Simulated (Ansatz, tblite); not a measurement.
# The cluster K₃Sn₃I₉: a ladder of methods and basis sets

One table from this session's results is given with a row withheld; the runs are named, their logs left out.

Method: as each input shows; program: Ansatz 0.2.0, Gaussian basis.

Levels to be run: GFN1-xTB, GFN2-xTB, PBE-D4/def2-TZVP, r2SCAN-D4/def2-TZVP, B97M-V/def2-TZVP, PBE-D4/def2-SVP, PBE0-D4/def2-SVP, MP2/def2-SVP, RPA/def2-SVP.

6 further runs of the same task are left out: 6 set aside as unsound or not needed.

### The relaxed structure

The singlet was relaxed beforehand with r2SCAN-D4/def2-SVP. At that level it is the lowest of the isomers that a small search found.

15 atoms, charge 0, spin multiplicity 1.

Bond lengths: K1–I8 3.656 Å, K1–I9 3.577 Å, K1–I10 3.656 Å, K1–I11 3.452 Å, K1–I14 3.673 Å, K2–I9 3.576 Å, K2–I10 3.656 Å, K2–I11 3.452 Å, K2–I12 3.656 Å, K2–I15 3.672 Å, K3–I8 3.656 Å, K3–I9 3.577 Å, K3–I11 3.452 Å, K3–I12 3.656 Å, K3–I13 3.673 Å, Sn4–I7 3.327 Å, Sn4–I9 3.049 Å, Sn4–I12 3.024 Å and more. Angles: I8–K1–I9 66.8°, I8–K1–I10 132.1°, I8–K1–I11 88.2°, I8–K1–I14 75.0°, I9–K1–I10 66.9°, I9–K1–I11 71.2°, I9–K1–I14 64.6°, I10–K1–I11 88.2°, I10–K1–I14 75.0°, I11–K1–I14 135.8°, I9–K2–I10 66.8°, I9–K2–I11 71.2°, I9–K2–I12 66.8°, I9–K2–I15 64.6°, I10–K2–I11 88.2°, I10–K2–I12 132.1°, I10–K2–I15 75.0°, I11–K2–I12 88.2° and more.

As a file:

```mol
I9K3Sn3
  3D, bonds by distance, orders not assigned

 15 30  0  0  0  0  0  0  0  0999 V2000
    1.8100   -2.9456   -0.8913 K   0  0
    1.0427    1.4085   -3.1107 K   0  0
    3.0262    1.2557    1.4188 K   0  0
   -1.4485    2.5916    0.7211 Sn  0  0
   -2.5211   -1.1156   -1.3167 Sn  0  0
   -0.7721   -1.2491    2.6790 Sn  0  0
   -3.5681    0.1706    1.5681 I   0  0
    2.1382   -2.0722    2.6435 I   0  0
   -0.0095    0.0006    0.0041 I   0  0
   -0.5404   -1.8671   -3.4752 I   0  0
    3.7331   -0.1784   -1.6407 I   0  0
    1.1022    3.8098   -0.3545 I   0  0
    0.0112    1.7627    3.4537 I   0  0
   -1.5194   -3.5253    0.5469 I   0  0
   -2.4844    1.9539   -2.2461 I   0  0
  1  8  8  0
  1  9  8  0
  1 10  8  0
  1 11  8  0
  1 14  8  0
  2  9  8  0
  2 10  8  0
  2 11  8  0
  2 12  8  0
  2 15  8  0
  3  8  8  0
  3  9  8  0
  3 11  8  0
  3 12  8  0
  3 13  8  0
  4  7  8  0
  4  9  8  0
  4 12  8  0
  4 13  8  0
  4 15  8  0
  5  7  8  0
  5  9  8  0
  5 10  8  0
  5 14  8  0
  5 15  8  0
  6  7  8  0
  6  8  8  0
  6  9  8  0
  6 13  8  0
  6 14  8  0
M  END
```

I, Sn take a core potential in the def2 sets. No spin-orbit coupling is included.

PBE0-D4/def2-TZVP was run before; its log isn't repeated, and its numbers join the tables.

The first run:

Tight binding, by tblite at 300 K electronic temperature and without a spin-polarisation term:

```python
tblite.interface.Calculator('GFN1-xTB', numbers, positions, charge=0, uhf=0).singlepoint()
```

Tight binding, by tblite at 300 K electronic temperature and without a spin-polarisation term:

```python
tblite.interface.Calculator('GFN2-xTB', numbers, positions, charge=0, uhf=0).singlepoint()
```

start.molden holds the orbitals of an earlier run on this state, given as this run's starting guess.

Contents of in.yaml:

```yaml
crystal:
  periodic: [false, false, false]
  atoms:
    - {symbol: K, position_ang: [1.809951, -2.945616, -0.891287]}
    - {symbol: K, position_ang: [1.042679, 1.408486, -3.110696]}
    - {symbol: K, position_ang: [3.026171, 1.255706, 1.418779]}
    - {symbol: Sn, position_ang: [-1.448534, 2.591633, 0.721111]}
    - {symbol: Sn, position_ang: [-2.521082, -1.115634, -1.316722]}
    - {symbol: Sn, position_ang: [-0.772100, -1.249101, 2.679047]}
    - {symbol: I, position_ang: [-3.568069, 0.170566, 1.568130]}
    - {symbol: I, position_ang: [2.138237, -2.072217, 2.643547]}
    - {symbol: I, position_ang: [-0.009468, 0.000554, 0.004094]}
    - {symbol: I, position_ang: [-0.540423, -1.867136, -3.475231]}
    - {symbol: I, position_ang: [3.733100, -0.178443, -1.640746]}
    - {symbol: I, position_ang: [1.102202, 3.809844, -0.354496]}
    - {symbol: I, position_ang: [0.011156, 1.762689, 3.453732]}
    - {symbol: I, position_ang: [-1.519440, -3.525281, 0.546872]}
    - {symbol: I, position_ang: [-2.484408, 1.953949, -2.246145]}
basis:
  gaussian: {orbitals: def2-TZVP, fitting: {mean_field: def2-universal-jkfit}, initial_orbitals: start.molden}
hamiltonian: {xc: pbe, dispersion: d4}
scf: {omitted_lower_state_checks: [starts]}
output: {forces: true, orbitals: {seedname: orbitals}}
```

On the command line:

```
$ ansatz run in.yaml --threads 2 --pin off --events-out ev --progress --plain --max-ram 22528MiB --backend cuda --devices 0, --max-vram 18GiB
```

Among the steps run: PBE-D4/def2-TZVP; r2SCAN-D4/def2-TZVP; B97M-V/def2-TZVP; PBE-D4/def2-SVP; PBE0-D4/def2-SVP; MP2/def2-SVP; RPA/def2-SVP.

One table of the session follows, with a row left open; its other results are not shown here.

It belongs to the step «Binding energy». 

```
              level  binding an atom (eV)
        HF/def2-SVP                 1.523
    PBE-D4/def2-SVP                     ?
   PBE-D4/def2-TZVP                 2.494
r2SCAN-D4/def2-TZVP                 2.426
   B97M-V/def2-TZVP                 2.359
   PBE0-D4/def2-SVP                 2.443
  PBE0-D4/def2-TZVP                 2.439
       MP2/def2-SVP                 2.250
```

Q: Estimate the row for PBE-D4/def2-SVP from the others.

The run gave: binding an atom (eV): 2.504. In the column «binding an atom (eV)» it is the highest.

Limits of these values: Free atoms were run apart at each level; binding is atoms less cluster, divided by the number of atoms, without zero-point or spin-orbit terms.
